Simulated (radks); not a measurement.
# Fe²⁺ in [Ne] 3s2 3p5 3d6 4f1: an all-electron calculation

Wanted: eigenvalues, radial structure and energy terms of the iron ion Fe2+.

The numbers are computed with radks (a radial shooting solver on a logarithmic mesh, Libxc functionals) version 1 (scalar-relativistic Kohn-Sham, LDA (Slater exchange, Perdew-Wang correlation), spin-polarised, spherical densities, point nucleus; open shells are filled with parallel spins first), except any that are marked as measured or tabulated.

## 1. What is computed

```
element       : iron (Z = 26)
charge        : +2
electrons     : 24
configuration : [Ne] 3s2 3p5 3d6 4f1
```

The outer shells:

Fe²⁺
```
[Ne] core
3s [↑↓]
3p [↑↓][↑↓][↑ ]
3d [↑↓][↑ ][↑ ][↑ ][↑ ]
4f [↑ ][  ][  ][  ][  ][  ][  ]
```

## 2. Self-consistent calculation

Settings of this run:

```text
Z 26
configuration [Ne] 3s2 3p5 3d6 4f1
relativity scalar-relativistic
functional lda,pw
spin polarised
nucleus point
c 137.035999084
```

What does the calculation give?

As calculated:

| quantity | value |
| --- | --- |
| total energy | -1266.56499 hartree |
| exchange-correlation share of it | 4.14 % |
| −T/E | 1.0116 |
| highest occupied level | 4f up, -6.420 eV |
| most extended occupied level | 4f up, <r> = 5.70 bohr |
| radius at density 0.001 e/bohr³ | 3.30 bohr |
| maxima of the radial density | 4 |

What this shows: The radial density shows 4 maxima for 4 occupied principal shells. −T/E is 1.012: with relativity the kinetic term as defined here no longer equals −E. This is not the tabulated ground configuration, so its levels and sizes aren't those of the ground state, and no measured value stands beside it.
